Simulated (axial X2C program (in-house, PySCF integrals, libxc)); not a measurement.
# TaF⁺: from the state search to constants

What are the state, bond length, wavenumber and bond energy of TaF⁺, and what does spin–orbit coupling change?

Program: an in-house X2C program for linear molecules on PySCF integrals. Level of theory: all-electron X2C, Ta dyall-cv3z, F dyall-av3z. These are calculated values, not measurements.

### Step 1. Set-up

task.json reads:

```json
{"zs": [73, 9], "q": 1, "bas": ["dyall-cv3z", "dyall-av3z"], "levels": ["PBE0", "HF", "PBE50"], "cc": true, "r0": 2.1, "thr": -1.0, "nmax": 90, "npts": 10, "nst": 2, "ntry": 6}
```

Keys: zs atomic numbers; q charge; bas basis sets; levels methods (HF also brings MP2); cc coupled cluster on or off; r0 starting distance in Å; thr threshold in hartree for freezing inner shells (an s shell follows its p shell); nmax most natural virtual spinors; npts points asked for on the curve; nst determinants followed; ntry starts of the search.

Command:

```sh
> python so2c.py task.json out
```

Spin-free means the one-electron spin-free X2C Hamiltonian; two-component (2c) means X2C with spin–orbit coupling and atomic mean-field two-electron Coulomb and Gaunt terms. Basis: Ta dyall-cv3z contracted to [13s14p9d7f4g], F dyall-av3z contracted to [7s6p3d2f]; Gaussian nuclei, density fitting. Masses: Ta 180.948 u, F 18.998 u.

Notation: σ, π±, δ± give the projection m of an orbital's angular momentum (0, ±1, ±2), α and β its spin, Λ and M_S the sums; ω is the projection of a spinor's total angular momentum and Ω the sum. Logs are in hartree.

The results follow Hamiltonian by Hamiltonian and level by level.

### Step 2. State search with PBE0

PBE0 moves the distance from 2.100 Å to 1.771 Å and compares determinants there.

Spin-free determinants:

```json
{"ΔE (eV)": "0.00", "state": "M_S = 3/2, Λ = 0", "open shells": "beyond closed shells: σα, δ+α, δ-α"}
{"ΔE (eV)": "0.84", "state": "M_S = 3/2, Λ = 3", "open shells": "beyond closed shells: σα, π+α, δ+α"}
{"ΔE (eV)": "0.96", "state": "M_S = 3/2, Λ = 1", "open shells": "beyond closed shells: σα, π-α, δ+α"}
{"ΔE (eV)": "1.05", "state": "M_S = 1/2, Λ = 2", "open shells": "beyond closed shells: δ+α"}
{"ΔE (eV)": "1.39", "state": "M_S = 1/2, Λ = 0", "open shells": "beyond closed shells: σβ, δ+α, δ-α"}
{"ΔE (eV)": "1.63", "state": "M_S = 1/2, Λ = 3", "open shells": "beyond closed shells: σα, π+β, δ+α"}
{"ΔE (eV)": "1.63", "state": "M_S = 1/2, Λ = 1", "open shells": "beyond closed shells: σα, π-β, δ+α"}
```

Two-component determinants:

```
ΔE (eV)    state                                        open shells
   0.00  Ω = 3/2   excess of +ω over −ω: ω = 1/2, ω = -3/2, ω = 5/2
   0.44  Ω = 3/2                      excess of +ω over −ω: ω = 3/2
   0.78  Ω = 1/2                      excess of +ω over −ω: ω = 1/2
   1.03  Ω = 5/2                      excess of +ω over −ω: ω = 5/2
   1.17  Ω = 9/2    excess of +ω over −ω: ω = 1/2, ω = 3/2, ω = 5/2
   1.22  Ω = 1/2        excess of +ω over −ω: 2 × ω = -1/2, ω = 3/2
   1.37  Ω = 1/2  excess of +ω over −ω: ω = -1/2, ω = -3/2, ω = 5/2
```

### Step 3. PBE0, spin-free

State followed: M_S = 3/2, Λ = 0 (beyond closed shells: σα, δ+α, δ-α). The scan is laid around 1.771 Å, a first estimate of the minimum, and this SCF restarts from the orbitals of the search.

Output at 1.771 Å:

```text
spin-free X2C-1e  PBE0
basis functions 239  fitting functions 1179  grid points 5078
iter        total energy     max residual
   1     -15704.906518960     3.73e-06
   2     -15704.906518961     1.77e-06
converged
one-electron -21925.01496425  Coulomb 6354.62056638  exact exchange -81.37130626  xc functional -249.45330923  nuclear repulsion 196.31249440
```

Along the bond, energies from the lowest point:

| R (Å) | E (eV) | μ (D) | HOMO (eV) | LUMO (eV) | iterations |
| --- | --- | --- | --- | --- | --- |
| 1.541 | 1.5951 | -2.02 | -12.31 | -8.59 | 13 |
| 1.612 | 0.6503 | -2.46 | -12.46 | -8.66 | 12 |
| 1.665 | 0.2504 | -2.78 | -12.57 | -8.83 | 12 |
| 1.718 | 0.0489 | -3.08 | -12.68 | -9.05 | 12 |
| 1.771 | 0.0000 | -3.38 | -12.79 | -9.26 | 2 |
| 1.833 | 0.0866 | -3.72 | -12.91 | -9.48 | 13 |
| 1.895 | 0.2849 | -4.06 | -13.03 | -9.68 | 13 |
| 1.975 | 0.6497 | -4.47 | -13.17 | -9.90 | 13 |
| 2.072 | 1.1944 | -4.94 | -13.32 | -10.14 | 14 |
| 2.214 | 2.0648 | -5.59 | -13.51 | -10.42 | 15 |

Dipoles are positive if F is the positive end and refer to the centre of mass.

Outer orbitals at the reference distance:

| symmetry | occupied | ε (eV) | atomic character |
| --- | --- | --- | --- |
| σβ | yes | -20.23 | 82% F p, 10% Ta d, 2% F s |
| σα | yes | -20.23 | 80% F p, 13% Ta d, 2% F s |
| π-β | yes | -19.55 | 85% F p, 8% Ta d, 3% Ta f |
| π+β | yes | -19.55 | 85% F p, 8% Ta d, 3% Ta f |
| π+α | yes | -19.46 | 83% F p, 10% Ta d, 3% Ta f |
| π-α | yes | -19.46 | 83% F p, 10% Ta d, 3% Ta f |
| σα | yes | -13.15 | 59% Ta s, 24% Ta d, 10% F p |
| δ+α | yes | -12.79 | 99% Ta d |
| δ-α | yes | -12.79 | 99% Ta d |
| π+α | no | -9.26 | 78% Ta d, 8% Ta p, 7% F p |
| π-α | no | -9.26 | 78% Ta d, 8% Ta p, 7% F p |
| σβ | no | -8.85 | 70% Ta s, 8% F p, 8% Ta p |
| σα | no | -8.13 | 41% Ta d, 38% Ta p, 11% Ta s |

PBE0 fields in the half plane through the axis: z from -2.4 to 3.9 Å across, distance from the axis 0.15 to 2.25 Å upwards; Ta lies at z = 0 and F at z = 1.771 Å; the ELF is damped to zero where the density is low.

log10 density (e/bohr³). Ten even steps from ' ' (-6.16 ) to '@' (1.79 ):
```
..::::------========--------::::::......    
::::------==============--------::::::....  
::::----======++++++==========------::::....
::----====++++++++++++++==========----::::..
::----====++++******++++++++++++++==----::..
::----==++++**######************++++==--::::
::----==++**####%%####****######**++==----::
::--====++**##%%@@%%##**####%%##**++++==--::
```

ELF. Ten even steps from '0' (0.00 ) to '9' (0.86 ):
```
0000134554310000000000
0001356776420000000000
0001357776420000000000
0001245776311121100000
0000013565212555310000
0000013676215888641000
0000036535518999962000
0000277626628729973100
```

Re = 1.765 Å, ωe = 816 cm⁻¹, ωexe = 2.91 cm⁻¹, Be = 0.3149 cm⁻¹, De = 6.13 eV, μ = -3.35 D.

### Step 4. HF, spin-free

Output at 1.771 Å:

```text
spin-free X2C-1e  HF
basis functions 239  fitting functions 1179  grid points 5078
iter        total energy     max residual
   1     -15699.567128517     6.20e-01
   2     -15699.617145879     2.50e-02
   3     -15699.617888863     2.81e-02
   4     -15699.621082238     1.76e-03
   5     -15699.621144239     1.24e-03
   6     -15699.621165935     2.75e-04
   7     -15699.621171701     1.82e-04
   8     -15699.621173384     9.22e-05
   9     -15699.621174131     4.71e-05
  10     -15699.621174512     1.86e-05
  11     -15699.621174576     8.26e-06
  12     -15699.621174580     2.84e-06
  13     -15699.621174581     7.69e-07
converged
one-electron -21927.30661866  Coulomb 6357.14892689  exact exchange -325.77597720  xc functional 0.00000000  nuclear repulsion 196.31249440
```

Re = 1.783 Å, ωe = 800 cm⁻¹, ωexe = 2.82 cm⁻¹, Be = 0.3086 cm⁻¹, De = 3.72 eV, μ = -4.47 D.

### Step 5. PBE50, spin-free

The SCF at the reference distance of 1.771 Å:

```text
spin-free X2C-1e  PBE50
basis functions 239  fitting functions 1179  grid points 5078
iter        total energy     max residual
   1     -15704.663990559     2.07e-01
   2     -15704.669513810     1.39e-02
   3     -15704.668422969     2.12e-02
   4     -15704.670878149     6.81e-04
   5     -15704.670887102     4.08e-04
   6     -15704.670889636     1.37e-04
   7     -15704.670890900     5.84e-05
   8     -15704.670891238     2.12e-05
   9     -15704.670891294     8.62e-06
  10     -15704.670891300     1.24e-06
  11     -15704.670891300     4.72e-07
converged
one-electron -21926.76639094  Coulomb 6356.46729460  exact exchange -162.80601660  xc functional -167.87827276  nuclear repulsion 196.31249440
```

Re = 1.758 Å, ωe = 829 cm⁻¹, ωexe = 2.91 cm⁻¹, Be = 0.3172 cm⁻¹, De = 5.63 eV, μ = -3.74 D.

### Step 6. MP2 and beyond, spin-free

Correlated methods: 11 electrons correlated (frozen shells, counted by type: Ta 5 s, 4 p, 2 d, 1 f; F 1 s), 315 virtual spinors in MP2, 90 natural virtuals in coupled cluster.

Output of the correlated part at 1.771 Å:

```text
correlated 11  virtual 315  natural virtual 90  E(MP2) -0.330854666  MP2 remainder -0.009834008
iter   CCSD correlation   residual
   1     -0.308667215   1.38e-01
   2     -0.317704107   7.78e-02
   3     -0.320903893   2.56e-02
   4     -0.321051532   1.40e-02
   5     -0.321150827   8.83e-03
   6     -0.321237339   4.41e-03
   7     -0.321219645   1.70e-03
   8     -0.321230190   4.96e-04
   9     -0.321229644   2.00e-04
  10     -0.321228268   7.93e-05
  11     -0.321227951   2.95e-05
  12     -0.321227774   1.14e-05
  13     -0.321227624   5.02e-06
  14     -0.321227693   2.23e-06
  15     -0.321227684   1.21e-06
(T) -0.012462876  T1 0.0274  D1 0.0422  max T2 0.087
```

T1 in the output is the amplitude norm over the root of the electron number; divide by √2 for the Lee–Taylor value.

MP2: Re = 1.786 Å, ωe = 791 cm⁻¹, Be = 0.3074 cm⁻¹, De = 6.27 eV.

CCSD: Re = 1.786 Å, ωe = 793 cm⁻¹, ωexe = 2.79 cm⁻¹, Be = 0.3073 cm⁻¹, De = 5.80 eV. T1 at Re = 0.020 (Lee–Taylor, the printed value over √2).

CCSD(T): Re = 1.789 Å, ωe = 787 cm⁻¹, ωexe = 2.79 cm⁻¹, Be = 0.3063 cm⁻¹, De = 6.01 eV. T1 at Re = 0.020 (Lee–Taylor, the printed value over √2).

### Step 7. A higher determinant, spin-free

State: M_S = 3/2, Λ = 3 (beyond closed shells: σα, π+α, δ+α).

Output at the reference distance:

```text
spin-free X2C-1e  PBE0
basis functions 239  fitting functions 1179  grid points 5078
iter        total energy     max residual
   1     -15704.875492440     1.02e-05
   2     -15704.875492439     1.22e-05
converged
one-electron -21924.54814830  Coulomb 6354.16987009  exact exchange -81.37069904  xc functional -249.43900958  nuclear repulsion 196.31249440
```

| R (Å) | E above the lowest PBE0 point (eV) |
| --- | --- |
| 1.541 | 3.085 |
| 1.612 | 1.899 |
| 1.665 | 1.345 |
| 1.718 | 1.009 |
| 1.771 | 0.844 |
| 1.833 | 0.815 |
| 1.895 | 0.915 |
| 1.975 | 1.175 |
| 2.072 | 1.618 |

Re = 1.814 Å, ωe = 766 cm⁻¹, ωexe = 2.76 cm⁻¹, Be = 0.2981 cm⁻¹, μ = -3.08 D. Te = 0.81 eV.

### Step 8. The spin-free curves together

Energy (eV) of the followed determinant, spin-free, from each level's lowest point:

| R (Å) | PBE0 | HF | MP2 | CCSD | CCSD(T) | PBE50 |
| --- | --- | --- | --- | --- | --- | --- |
| 1.541 | 1.595 | 1.838 | 1.863 | n/a | n/a | 1.528 |
| 1.612 | 0.650 | 0.803 | 0.821 | 0.825 | 0.846 | 0.605 |
| 1.665 | 0.250 | 0.344 | 0.358 | 0.359 | 0.373 | 0.220 |
| 1.718 | 0.049 | 0.092 | 0.099 | 0.100 | 0.106 | 0.034 |
| 1.771 | 0.000 | 0.000 | 0.000 | 0.000 | 0.000 | 0.000 |
| 1.833 | 0.087 | 0.044 | 0.036 | 0.036 | 0.028 | 0.103 |
| 1.895 | 0.285 | 0.208 | 0.191 | 0.191 | 0.176 | 0.318 |
| 1.975 | 0.650 | 0.539 | 0.509 | 0.511 | 0.487 | 0.703 |
| 2.072 | 1.194 | 1.054 | 1.010 | n/a | n/a | 1.271 |
| 2.214 | 2.065 | 1.897 | 1.836 | n/a | n/a | 2.172 |

### Step 9. PBE0, 2c

State followed: Ω = 3/2 (excess of +ω over −ω: ω = 1/2, ω = -3/2, ω = 5/2). The scan is laid around 1.771 Å, a first estimate of the minimum, and this SCF restarts from the orbitals of the search.

The SCF at the reference distance of 1.771 Å:

```text
two-component X2C + atomic mean field  PBE0
basis functions 239  fitting functions 1179  grid points 5078
iter        total energy     max residual
   1     -15703.154884328     5.03e-06
   2     -15703.154884328     8.23e-06
converged
one-electron -21907.28488078  Coulomb 6351.91393417  exact exchange -81.34138555  xc functional -249.40101633  nuclear repulsion 196.31249440  atomic mean-field constant -13.35403022
```

Along the bond, energies from the lowest point:

| R (Å) | E (eV) | μ (D) | HOMO (eV) | LUMO (eV) | iterations |
| --- | --- | --- | --- | --- | --- |
| 1.541 | 1.5871 | -2.01 | -12.08 | -8.61 | 14 |
| 1.612 | 0.6468 | -2.45 | -12.22 | -8.78 | 13 |
| 1.665 | 0.2490 | -2.77 | -12.33 | -9.01 | 13 |
| 1.718 | 0.0485 | -3.08 | -12.43 | -9.22 | 14 |
| 1.771 | 0.0000 | -3.38 | -12.54 | -9.42 | 2 |
| 1.833 | 0.0862 | -3.73 | -12.65 | -9.63 | 14 |
| 1.895 | 0.2835 | -4.06 | -12.76 | -9.83 | 14 |
| 1.975 | 0.6465 | -4.47 | -12.90 | -10.05 | 14 |
| 2.072 | 1.1882 | -4.96 | -13.05 | -10.27 | 15 |
| 2.214 | 2.0535 | -5.61 | -13.23 | -10.54 | 15 |

Dipoles are positive if F is the positive end and refer to the centre of mass.

Outer spinors at the reference distance:

```
   ω  occupied  ε (eV)             atomic character     λ mixture
-7/2       yes  -35.26                    100% Ta f        100% φ
-1/2       yes  -20.23    82% F p, 10% Ta d, 2% F s        100% σ
 1/2       yes  -20.22    80% F p, 13% Ta d, 2% F s        100% σ
 1/2       yes  -19.57    85% F p, 8% Ta d, 3% Ta f        100% π
-3/2       yes  -19.51    85% F p, 8% Ta d, 3% Ta f        100% π
-1/2       yes  -19.48   83% F p, 11% Ta d, 3% Ta f        100% π
 3/2       yes  -19.42   83% F p, 10% Ta d, 3% Ta f        100% π
 1/2       yes  -13.15  58% Ta s, 24% Ta d, 10% F p        100% σ
-3/2       yes  -13.06                     99% Ta d   99% δ, 1% π
 5/2       yes  -12.54                     99% Ta d        100% δ
-1/2        no   -9.42   78% Ta d, 10% Ta p, 7% F p   98% π, 2% σ
 3/2        no   -9.14    79% Ta d, 7% Ta p, 7% F p   98% π, 2% δ
-1/2        no   -8.88    70% Ta s, 9% Ta p, 8% F p        100% σ
 1/2        no   -8.39  60% Ta d, 22% Ta p, 7% Ta s  50% π, 50% σ
```

PBE0 fields in the half plane through the axis: z from -2.4 to 3.9 Å across, distance from the axis 0.15 to 2.25 Å upwards; Ta lies at z = 0 and F at z = 1.771 Å; the ELF is damped to zero where the density is low.

log10 density (e/bohr³). Ten even steps from '0' (-6.16 ) to '9' (1.79 ):
```
1223334444333322211100
2233344444443333222110
2233444555444443332211
2334455555554444433221
2334455666555555543321
2334556777666666554322
2334567787766777654332
2334567898767787655432
```

ELF. Ten even steps from '0' (0.00 ) to '9' (0.86 ):
```
0000134554310000000000
0001356776420000000000
0001357776420000000000
0001245776311121100000
0000013565212555310000
0000013676215888641000
0000036535518999962000
0000277636528729973100
```

Re = 1.765 Å, ωe = 814 cm⁻¹, ωexe = 2.91 cm⁻¹, Be = 0.3149 cm⁻¹, De = 5.90 eV, μ = -3.35 D.

### Step 10. HF, 2c

Output at 1.771 Å:

```text
two-component X2C + atomic mean field  HF
basis functions 239  fitting functions 1179  grid points 5078
iter        total energy     max residual
   1     -15697.778024657     6.20e-01
   2     -15697.828183482     2.50e-02
   3     -15697.828942675     2.81e-02
   4     -15697.832112757     1.78e-03
   5     -15697.832176244     1.23e-03
   6     -15697.832198844     2.70e-04
   7     -15697.832205836     1.82e-04
   8     -15697.832208619     1.27e-04
   9     -15697.832210308     1.05e-04
  10     -15697.832211591     7.37e-05
  11     -15697.832212065     4.80e-05
  12     -15697.832212251     2.53e-05
  13     -15697.832212299     1.41e-05
  14     -15697.832212317     4.40e-06
  15     -15697.832212318     1.39e-06
converged
one-electron -21909.58211036  Coulomb 6354.44723564  exact exchange -325.65580177  xc functional 0.00000000  nuclear repulsion 196.31249440  atomic mean-field constant -13.35403022
```

Re = 1.783 Å, ωe = 797 cm⁻¹, ωexe = 2.84 cm⁻¹, Be = 0.3085 cm⁻¹, De = 3.46 eV, μ = -4.47 D.

### Step 11. PBE50, 2c

Output at 1.771 Å:

```text
two-component X2C + atomic mean field  PBE50
basis functions 239  fitting functions 1179  grid points 5078
iter        total energy     max residual
   1     -15702.899293597     2.08e-01
   2     -15702.904841283     1.39e-02
   3     -15702.903753749     2.12e-02
   4     -15702.906204532     6.76e-04
   5     -15702.906214721     4.12e-04
   6     -15702.906217838     1.38e-04
   7     -15702.906219845     7.06e-05
   8     -15702.906220692     4.65e-05
   9     -15702.906220923     2.86e-05
  10     -15702.906220989     1.50e-05
  11     -15702.906221005     8.30e-06
  12     -15702.906221010     2.46e-06
  13     -15702.906221010     7.88e-07
converged
one-electron -21909.04572568  Coulomb 6353.76986885  exact exchange -162.74611053  xc functional -167.84271782  nuclear repulsion 196.31249440  atomic mean-field constant -13.35403022
```

Re = 1.758 Å, ωe = 826 cm⁻¹, ωexe = 2.92 cm⁻¹, Be = 0.3172 cm⁻¹, De = 5.38 eV, μ = -3.74 D.

### Step 12. MP2 and beyond, 2c

Correlated methods: 11 electrons correlated (frozen shells, counted by type: Ta 5 s, 4 p, 2 d, 1 f; F 1 s), 315 virtual spinors in MP2, 90 natural virtuals in coupled cluster.

Output of the correlated part at 1.771 Å:

```text
correlated 11  virtual 315  natural virtual 90  E(MP2) -0.330758509  MP2 remainder -0.009904172
iter   CCSD correlation   residual
   1     -0.308623293   1.38e-01
   2     -0.317621820   7.72e-02
   3     -0.320811803   2.56e-02
   4     -0.320957839   1.40e-02
   5     -0.321055278   8.80e-03
   6     -0.321141880   4.39e-03
   7     -0.321124490   1.71e-03
   8     -0.321134790   5.01e-04
   9     -0.321134449   2.02e-04
  10     -0.321133005   8.11e-05
  11     -0.321132699   3.04e-05
  12     -0.321132505   1.21e-05
  13     -0.321132349   5.49e-06
  14     -0.321132422   2.62e-06
  15     -0.321132411   1.51e-06
(T) -0.012412760  T1 0.0273  D1 0.0422  max T2 0.086
```

MP2: Re = 1.786 Å, ωe = 788 cm⁻¹, Be = 0.3072 cm⁻¹, De = 5.99 eV.

CCSD: Re = 1.787 Å, ωe = 789 cm⁻¹, ωexe = 2.82 cm⁻¹, Be = 0.3071 cm⁻¹, De = 5.51 eV. T1 at Re = 0.020 (Lee–Taylor, the printed value over √2).

CCSD(T): Re = 1.790 Å, ωe = 784 cm⁻¹, ωexe = 2.81 cm⁻¹, Be = 0.3061 cm⁻¹, De = 5.72 eV. T1 at Re = 0.020 (Lee–Taylor, the printed value over √2).

### Step 13. A higher determinant, 2c

State: Ω = 3/2 (excess of +ω over −ω: ω = 3/2).

Output at the reference distance:

```text
two-component X2C + atomic mean field  PBE0
basis functions 239  fitting functions 1179  grid points 5078
iter        total energy     max residual
   1     -15703.138816346     1.37e-06
   2     -15703.138816347     1.61e-06
converged
one-electron -21907.01587626  Coulomb 6351.64751678  exact exchange -81.34046562  xc functional -249.38845541  nuclear repulsion 196.31249440  atomic mean-field constant -13.35403022
```

| R (Å) | E above the lowest PBE0 point (eV) |
| --- | --- |
| 1.541 | 2.205 |
| 1.612 | 1.303 |
| 1.665 | 0.922 |
| 1.718 | 0.597 |
| 1.771 | 0.437 |
| 1.833 | 0.410 |
| 1.895 | 0.511 |
| 1.975 | 0.772 |
| 2.072 | 1.214 |

No constants are quoted: the points don't follow one smooth fit.

### Step 14. The 2c curves together

Energy (eV) of the followed determinant, 2c, from each level's lowest point:

| R (Å) | PBE0 | HF | MP2 | CCSD | CCSD(T) | PBE50 |
| --- | --- | --- | --- | --- | --- | --- |
| 1.541 | 1.587 | 1.829 | 1.856 | n/a | n/a | 1.521 |
| 1.612 | 0.647 | 0.799 | 0.819 | 0.823 | 0.844 | 0.602 |
| 1.665 | 0.249 | 0.343 | 0.357 | 0.359 | 0.373 | 0.220 |
| 1.718 | 0.049 | 0.092 | 0.099 | 0.100 | 0.107 | 0.034 |
| 1.771 | 0.000 | 0.000 | 0.000 | 0.000 | 0.000 | 0.000 |
| 1.833 | 0.086 | 0.044 | 0.034 | 0.034 | 0.027 | 0.103 |
| 1.895 | 0.284 | 0.206 | 0.187 | 0.187 | 0.173 | 0.316 |
| 1.975 | 0.646 | 0.533 | 0.502 | 0.502 | 0.480 | 0.698 |
| 2.072 | 1.188 | 1.042 | 0.997 | n/a | n/a | 1.261 |
| 2.214 | 2.054 | 1.876 | 1.812 | n/a | n/a | 2.155 |

Time for the job: 5.2 min (1 thread of Arm Neoverse V1, shared host); peak memory 0.79 GiB.

### Step 15. Constants

Lowest determinant that the search found at its distance, spin-free: M_S = 3/2, Λ = 0 (beyond closed shells: σα, δ+α, δ-α).

Lowest determinant that the search found at its distance, 2c: Ω = 3/2 (excess of +ω over −ω: ω = 1/2, ω = -3/2, ω = 5/2).

```csv
Hamiltonian,level,Re (Å),ωe (cm⁻¹),De (eV),μ (D)
spin-free,PBE0,1.765,816,6.13,-3.35
spin-free,HF,1.783,800,3.72,-4.47
spin-free,MP2,1.786,791,6.27,n/a
spin-free,CCSD,1.786,793,5.80,n/a
spin-free,CCSD(T),1.789,787,6.01,n/a
spin-free,PBE50,1.758,829,5.63,-3.74
2c,PBE0,1.765,814,5.90,-3.35
2c,HF,1.783,797,3.46,-4.47
2c,MP2,1.786,788,5.99,n/a
2c,CCSD,1.787,789,5.51,n/a
2c,CCSD(T),1.790,784,5.72,n/a
2c,PBE50,1.758,826,5.38,-3.74
```

Dipoles are positive if F is the positive end and refer to the centre of mass.

Time per point (s) on 1 thread of Arm Neoverse V1, shared host (2c runs; CCSD comes with the CCSD(T) run); the times are rough: PBE0 1.4, HF 1.4, MP2 1.9, CCSD(T) 6.8, PBE50 1.7.

In words: At CCSD(T), going from spin-free to two-component changes Re by +1 mÅ, ωe by -0.5 %; the spin-free picture holds up (part of it comes from the scalar share of the two-electron terms). De moves by -0.29 eV; both De rest on single-determinant atoms, which can miss part of an open shell's spin–orbit lowering.

De refers to Ta+ + F, each in the lowest determinant found, which need not be this curve's own limit. The state is a single determinant with fixed occupations, the lowest that a limited PBE0 search found. De is counted from the lowest determinant-based energies of the atoms at the same level, without counterpoise correction. Density functionals use the spin component along the axis (collinear). Coupled cluster ran in a truncated set of natural virtual spinors; the MP2 energy of the rest was added. With several unpaired electrons one determinant need not be a pure state. With the outer-core shells frozen, correlated bond lengths of heavy atoms tend to come out a few hundredths of an ångström too long.
